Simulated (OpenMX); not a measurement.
The system is HfIn4SiO6.

```
CELL_PARAMETERS angstrom
5.27743 0.00000 0.00000
-2.63872 4.57039 0.00000
0.00000 0.00000 10.55905
ATOMIC_POSITIONS crystal
Hf 0.66667 0.33333 0.00000
In 0.00000 0.00000 0.30446
In 0.00000 0.00000 0.69554
In 0.33333 0.66667 0.78919
In 0.33333 0.66667 0.21081
Si 0.00000 0.00000 0.00000
O 0.97300 0.70496 0.89972
O 0.29504 0.02700 0.10028
O 0.29504 0.26804 0.89972
O 0.73196 0.70496 0.10028
O 0.73196 0.02700 0.89972
O 0.97300 0.26804 0.10028
```

The cell was built by a generator and needn't be a form met in nature.

Base run:

* Program: OpenMX 3.8.5
* Functional: PBE
* Potentials or basis: OpenMX 2013 PBE set, Hf7.0-s3p2d2f1, In7.0-s3p2d2, Si7.0-s2p2d1, O6.0-s2p2d1, grid cutoff 500 Ry
* k mesh: 7 × 7 × 3
* Occupations: fermi-dirac, width 0.05 eV
* Spin: no spin polarisation

Its results: band gap on the k mesh 0.26 eV, indirect (least direct gap 1.78 eV); pressure 0.4 GPa; largest force 0.410 eV/Å.

The run is repeated on the same cell with these changes: functional from PBE to LDA; potentials or basis from OpenMX 2013 PBE set, Hf7.0-s3p2d2f1, In7.0-s3p2d2, Si7.0-s2p2d1, O6.0-s2p2d1, grid cutoff 500 Ry to OpenMX 2013 LDA set, Hf7.0-s3p2d2f1, In7.0-s3p2d2, Si7.0-s2p2d1, O6.0-s2p2d1, grid cutoff 500 Ry. What comes out?

Band gap on the k mesh 0.32 eV, indirect (least direct gap 1.83 eV); pressure -4.9 GPa; largest force 0.563 eV/Å.

Caveats: spin-orbit coupling is left out, which moves the levels of the heavy elements; the basis of atomic orbitals isn't converged, which shifts pressures, moduli and gaps; an odd mesh through Γ misses points on the zone boundary, where band edges often lie (some runs).
